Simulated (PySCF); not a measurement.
**A workflow on CH3NSn (Sn(CN)H3)**

We compute a saddle-point search (HF/ma-def2-SVP), then the harmonic vibrations, then the energy, then a single-point energy (MP2/cc-pVDZ-PP), then a single-point energy of CH3NSn (Sn(CN)H3). 

Program for the calculation: PySCF 2.14.0.

## (1) Starting point

CH3NSn has 6 atoms, charge 0, and is taken as a singlet. SMILES: `[H][Sn]([H])([H])[C]#N`. The run starts from this shape.

Bond lengths: Sn1–C2 2.085 Å, C2–N3 1.142 Å, Sn1–H4 1.653 Å, Sn1–H5 1.654 Å, Sn1–H6 1.984 Å. Angles: Sn1–C2–N3 179.7°, C2–Sn1–H4 107.0°, C2–Sn1–H5 107.1°, C2–Sn1–H6 58.3°, H4–Sn1–H5 111.7°, H4–Sn1–H6 124.1°, H5–Sn1–H6 124.1°.

## (2) A saddle-point search at HF/ma-def2-SVP (core potential) (run 1)

Contents of start.xyz:

```xyz
6
CH3NSn
Sn    -0.010460    -0.006080    -0.642850
C      0.020990     0.015810     1.442250
N      0.043070     0.024080     2.584360
H      1.562680    -0.004980    -1.151110
H     -0.812930     1.354320    -1.132680
H     -0.833441    -1.459849     0.427727
```

Contents of job.py:

```python
from pyscf import gto
from pyscf.geomopt.geometric_solver import kernel as optimise

system = gto.M(
    atom='start.xyz',
    basis='ma-def2-svp',
    ecp={'Sn': 'def2-svp'},
    max_memory=1860,
    verbose=3,
    spin=0,
)

mf = system.RHF()
converged, mol_eq = optimise(mf, maxsteps=60, transition=True, hessian=True)
print('converged:', converged)
print(mol_eq.tostring())

mf.reset(mol_eq)
system = mol_eq
mf.kernel()
e_final = mf.e_tot
print(f'total energy: {e_final:.8f} hartree')
```

Command:

```console
OMP_NUM_THREADS=1 python job.py
```

Standard output:

```text
converged SCF energy = -307.212046078566

[... 32 lines left out ...]
> Convergence Criteria:
[... 39 lines left out ...]
Note: Free energy does not include contribution from imaginary mode(s)
[... 24 lines left out ...]
converged SCF energy = -307.215336458989
[... 119 lines left out ...]
converged SCF energy = -307.247440690289
[... 119 lines left out ...]
converged SCF energy = -307.276526149094
[... 119 lines left out ...]
converged SCF energy = -307.293859061543
[... 119 lines left out ...]
converged SCF energy = -307.297293590328
[... 110 lines left out ...]
Converged! =D
[... 1 line left out ...]
converged: True
Sn         -0.00128908       -0.16554040       -0.53920034
C          -0.17097808       -0.04470031        1.59850797
N          -0.26092407        0.01919532        2.73106820
H           1.65919902       -0.00420568       -0.89129916
H          -0.93182747        1.12101354       -1.16056362
H          -0.61933185       -1.69330941       -0.97644011
converged SCF energy = -307.297301113465
total energy: -307.29730111 hartree
```

Wall time 98 s (1 thread of Arm Neoverse V2, shared host); peak memory 0.18 GiB.

Step by step:

```tsv
step	energy from the first frame kept (eV)	largest force (eV/Å)
0	0.0000	3.5710
2	-0.2023	3.3333
4	-0.5650	3.3868
6	-0.9631	3.3524
8	-1.3217	3.1623
10	-1.6280	2.8319
12	-1.8907	2.3295
14	-2.0880	1.7612
16	-2.2262	1.0883
18	-2.3097	0.2054
20	-2.3188	0.1550
22	-2.3199	0.0123
24	-2.3199	0.0035
25	-2.3199	0.0003
```

After the run. Bond lengths: Sn1–C2 2.148 Å, C2–N3 1.138 Å, Sn1–H4 1.705 Å, Sn1–H5 1.705 Å, Sn1–H6 1.705 Å. Angles: Sn1–C2–N3 180.0°, C2–Sn1–H4 106.1°, C2–Sn1–H5 106.1°, C2–Sn1–H6 106.1°, H4–Sn1–H5 112.6°, H4–Sn1–H6 112.6°, H5–Sn1–H6 112.6°.

## (3) The harmonic vibrations at HF/ma-def2-SVP (core potential) (run 2)

Contents of geometry.xyz:

```xyz
6
CH3NSn
Sn     0.037643    -0.026792    -0.474170
C     -0.132046     0.094048     1.663538
N     -0.221992     0.157943     2.796098
H      1.698148     0.134610    -0.826163
H     -0.892870     1.259832    -1.095435
H     -0.580352    -1.554516    -0.911617
```

Contents of run.py:

```python
import numpy
from pyscf import gto, scf, symm
from pyscf.hessian import thermo

mol = gto.M(
    atom='geometry.xyz',
    verbose=3,
    basis='ma-def2-svp',
    ecp={'Sn': 'def2-svp'},
    max_memory=1860,
    spin=0,
)

mf = scf.RHF(mol)
mf.kernel()

e_final = mf.e_tot
print('E = %.10f Eh' % e_final)
hess = mf.Hessian().kernel()
modes = thermo.harmonic_analysis(mol, hess)
print('frequencies (1/cm)', numpy.round(modes['freq_wavenumber'], 1))
symm.geom.TOLERANCE = 1e-3  # for the symmetry number
th = thermo.thermo(mf, modes['freq_au'], 298.15, 101325)
thermo.dump_thermo(mol, th)
```

Command:

```console
OMP_NUM_THREADS=1 python run.py
```

Standard output:

```text
converged SCF energy = -307.297301113943
E = -307.2973011139 Eh
frequencies (1/cm) [ 246.7  246.7  420.2  567.   567.1  761.9  781.7  781.7 2083.7 2083.7
 2093.7 2543.6]
temperature 298.1500 [K]
pressure 101325.00 [Pa]
Rotational constants [GHz] 62.26620 2.84196 2.84196
Symmetry number 3
Zero-point energy (ZPE) 0.03002 [Eh]   78820.293 [J/mol]
                           tot       elec      trans        rot        vib
Entropy [J/mol/K]       287.771      0.000    171.049     91.168     25.554
Cv [J/mol/K]             63.742      0.000     12.472     12.472     38.799
Cp [J/mol/K]             72.057      0.000     20.786     12.472     38.799
Internal energy [J/mol]                      3718.434   3718.434  83781.224
Internal energy [Eh]   -307.26256  -307.29730
Enthalpy [J/mol]                             6197.391   3718.434  83781.224
Enthalpy [Eh]          -307.26161
Gibbs free energy [J/mol]                  -44800.746 -23463.354  76162.168
Gibbs free energy [Eh] -307.29429
```

It took 24 s on 1 thread of Arm Neoverse V2, shared host; peak memory 0.15 GiB.

## (4) A single-point energy at HF/ma-def2-SVP (core potential) (run 4)

Contents of input.xyz:

```xyz
6
CH3NSn
Sn    -0.010460    -0.006080    -0.642850
C      0.020990     0.015810     1.442250
N      0.043070     0.024080     2.584360
H      1.562680    -0.004980    -1.151110
H     -0.812930     1.354320    -1.132680
H     -0.803360    -1.383140    -1.099970
```

Contents of run.py:

```python
from pyscf import gto, scf

mol = gto.M(
    atom='input.xyz',
    basis='ma-def2-svp',
    charge=0,
    ecp={'Sn': 'def2-svp'},
    verbose=3,
    spin=0,
    max_memory=1860,
)

mf = scf.RHF(mol)
mf.kernel()

e_final = mf.e_tot
print('Final energy', e_final)
```

Command:

```console
OMP_NUM_THREADS=1 python run.py
```

Standard output:

```text
converged SCF energy = -307.293425004462
Final energy -307.2934250044618
```

Run time: 0.94 s. Hardware: 1 thread of Arm Neoverse V2, shared host; peak memory 0.14 GiB.

## (5) The energy at MP2/cc-pVDZ-PP (core potential) (run 5)

Contents of run.py:

```python
from pyscf import gto, mp

molecule = gto.M(
    atom=[
    ('Sn', (-0.001289, -0.165540, -0.539200)),
    ('C', (-0.170978, -0.044700, 1.598508)),
    ('N', (-0.260924, 0.019195, 2.731068)),
    ('H', (1.659199, -0.004206, -0.891299)),
    ('H', (-0.931827, 1.121014, -1.160564)),
    ('H', (-0.619332, -1.693309, -0.976440)),
],
    spin=0,
    max_memory=1860,
    basis={'default': 'cc-pvdz-pp', 'C': 'cc-pvdz', 'N': 'cc-pvdz', 'H': 'cc-pvdz'},
    ecp={'Sn': 'cc-pvdz-pp'},
    charge=0,
    verbose=4,
)

mf = molecule.RHF()
mf.kernel()

pt = mp.MP2(mf).run()
energy = pt.e_tot
print(f'total energy: {energy:.8f} hartree')
mf.analyze()
```

Command:

```console
OMP_NUM_THREADS=1 python run.py
```

Standard output:

```text
PySCF version 2.14.0

[... 68 lines left out ...]
total energy: -307.78658218 hartree
[... 11 lines left out ...]
MO #3   energy= -5.90896226624534  occ= 2
[... 8 lines left out ...]
MO #12  energy= -1.21663310138413  occ= 2
[... 8 lines left out ...]
MO #21  energy= 0.11413829644085   occ= 0
[... 8 lines left out ...]
MO #30  energy= 0.494583130061238  occ= 0
[... 8 lines left out ...]
MO #39  energy= 0.91486582017583   occ= 0
[... 8 lines left out ...]
MO #48  energy= 1.43722691191413   occ= 0
[... 8 lines left out ...]
MO #57  energy= 1.8716923306256    occ= 0
[... 8 lines left out ...]
MO #66  energy= 53.5666554977007   occ= 0
[... 75 lines left out ...]
Dipole moment(X, Y, Z, Debye):  0.35461, -0.25204, -4.46525
```

It took 1.1 s on 1 thread of Arm Neoverse V2, shared host; peak memory 0.16 GiB.

## (6) A single-point energy at MP2/cc-pVDZ-PP (core potential) (run 6)

Contents of calc.py:

```python
# Sn(CN)H3
from pyscf import gto, scf, mp

mol = gto.M(
    atom=[
    ('Sn', (-0.010460, -0.006080, -0.642850)),
    ('C', (0.020990, 0.015810, 1.442250)),
    ('N', (0.043070, 0.024080, 2.584360)),
    ('H', (1.562680, -0.004980, -1.151110)),
    ('H', (-0.812930, 1.354320, -1.132680)),
    ('H', (-0.803360, -1.383140, -1.099970)),
],
    verbose=4,
    basis={'default': 'cc-pvdz-pp', 'C': 'cc-pvdz', 'N': 'cc-pvdz', 'H': 'cc-pvdz'},
    ecp={'Sn': 'cc-pvdz-pp'},
    max_memory=1860,
    charge=0,
)

mf = scf.RHF(mol)
mf.kernel()

pt = mp.MP2(mf).run()
e_tot = pt.e_tot
print('E = %.10f Eh' % e_tot)
mf.analyze()
```

Command:

```console
OMP_NUM_THREADS=1 python calc.py
```

Standard output:

```text
PySCF version 2.14.0

[... 60 lines left out ...]
converged SCF energy = -307.379499412412
[... 19 lines left out ...]
MO #3   energy= -5.90251613852282  occ= 2
[... 8 lines left out ...]
MO #12  energy= -1.21874148350195  occ= 2
[... 8 lines left out ...]
MO #21  energy= 0.116789633178887  occ= 0
[... 8 lines left out ...]
MO #30  energy= 0.498182177808801  occ= 0
[... 8 lines left out ...]
MO #39  energy= 0.917011132778706  occ= 0
[... 8 lines left out ...]
MO #48  energy= 1.43091558801716   occ= 0
[... 8 lines left out ...]
MO #57  energy= 1.90487564887802   occ= 0
[... 8 lines left out ...]
MO #66  energy= 53.5874420217283   occ= 0
[... 75 lines left out ...]
Dipole moment(X, Y, Z, Debye): -0.06862, -0.03839, -4.16976
```

It took 1.1 s on 1 thread of Arm Neoverse V2, shared host; peak memory 0.16 GiB.

## (7) Summary of results

| quantity | value |
| --- | --- |
| run 1, HF/ma-def2-SVP: total energy at the end | -307.29730 Eh |
| run 1, HF/ma-def2-SVP: dipole moment | 4.69 D |
| run 1, HF/ma-def2-SVP: HOMO energy | -12.68 eV |
| run 1, HF/ma-def2-SVP: LUMO energy | 0.88 eV |
| run 1, HF/ma-def2-SVP: HOMO–LUMO gap | 13.56 eV |
| run 2, HF/ma-def2-SVP: lowest harmonic wavenumber | 247 cm⁻¹ |
| run 2, HF/ma-def2-SVP: highest harmonic wavenumber | 2544 cm⁻¹ |
| run 2, HF/ma-def2-SVP: zero-point energy | 78.8 kJ/mol |
| run 2, HF/ma-def2-SVP: ideal-gas entropy at 298.15 K (symmetry number 3 as used) | 68.8 cal/(mol K) |
| run 4, HF/ma-def2-SVP: total energy | -307.29343 Eh |
| run 4, HF/ma-def2-SVP: dipole moment | 4.37 D |
| run 4, HF/ma-def2-SVP: HOMO energy | -12.71 eV |
| run 4, HF/ma-def2-SVP: LUMO energy | 0.94 eV |
| run 4, HF/ma-def2-SVP: HOMO–LUMO gap | 13.64 eV |
| run 5, MP2/cc-pVDZ-PP: total energy | -307.78658 Eh |
| run 5, MP2/cc-pVDZ-PP: dipole moment (Hartree–Fock density) | 4.49 D |
| run 5, MP2/cc-pVDZ-PP: HOMO energy (Hartree–Fock orbitals) | -12.48 eV |
| run 5, MP2/cc-pVDZ-PP: LUMO energy (Hartree–Fock orbitals) | 2.68 eV |
| run 5, MP2/cc-pVDZ-PP: HOMO–LUMO gap (Hartree–Fock orbitals) | 15.16 eV |
| run 5, MP2/cc-pVDZ-PP: correlation energy | -404.3 mEh |
| run 6, MP2/cc-pVDZ-PP: total energy | -307.78599 Eh |
| run 6, MP2/cc-pVDZ-PP: dipole moment (Hartree–Fock density) | 4.17 D |
| run 6, MP2/cc-pVDZ-PP: HOMO energy (Hartree–Fock orbitals) | -12.51 eV |
| run 6, MP2/cc-pVDZ-PP: LUMO energy (Hartree–Fock orbitals) | 2.92 eV |
| run 6, MP2/cc-pVDZ-PP: HOMO–LUMO gap (Hartree–Fock orbitals) | 15.43 eV |
| run 6, MP2/cc-pVDZ-PP: correlation energy | -406.5 mEh |

Mulliken charges (run 1, HF/ma-def2-SVP) run from -0.30 on C2 to +0.68 on Sn1; they depend strongly on the basis. All 12 modes (run 2, HF/ma-def2-SVP) are real, so the shape is a minimum at this level. Mulliken charges (run 4, HF/ma-def2-SVP) run from -0.32 on C2 to +0.66 on Sn1. Mulliken charges (run 5, MP2/cc-pVDZ-PP) of the mean-field density run from -0.33 on C2 to +0.82 on Sn1.
